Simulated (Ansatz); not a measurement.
ZnRe:

```
Re Zn
1.0
     2.74822    0.00000    0.00000
    -1.37411    2.38003    0.00000
     0.00000    0.00000    4.49407
Re Zn
1 1
Cartesian
  0.0000 1.5867 2.2470
  0.0000 0.0000 0.0000
```

The cell comes from a database or a generator and needn't be the stable form of this composition.

```yaml
Program: Ansatz 0.2.0
Task: relaxation of cell and atoms
Functional: PBE
Dispersion: D3(BJ)
Potentials_or_basis: Ansatz PAW
Cutoff: "420 eV (not typed: the program's choice for these potentials)"
k_mesh: 11 × 11 × 6
Occupations: fermi-dirac, width 0.05 eV
Spin: no spin polarisation
```

At the start: volume 14.70 Å³/atom.

Where does the relaxation end?

It ends after 4 steps and the volume is 14.19 Å³/atom (-3.4 %); space group P-6m2 (No. 187, to 0.05 Å).

Step by step:
| step | energy change (eV) | largest force (eV/Å) | volume (Å³) |
| --- | --- | --- | --- |
| 1 | 0.0000 | 0.0000 | 29.39 |
| 2 | -0.0243 | 0.0000 | 28.57 |
| 3 | -0.0255 | 0.0000 | 28.38 |
| 4 | -0.0245 | 0.0000 | 28.38 |

Final structure:
```
CELL_PARAMETERS angstrom
2.72165 0.00000 0.00000
-1.36082 2.35701 0.00000
0.00000 0.00000 4.42479
ATOMIC_POSITIONS crystal
Re 0.33333 0.66667 0.50000
Zn 0.00000 0.00000 0.00000
```

Caveat: the plane-wave basis is chosen anew once the cell has moved, so the energies of steps on either side of that aren't comparable; pairwise dispersion overbinds metals, which lowers pressure and volume.
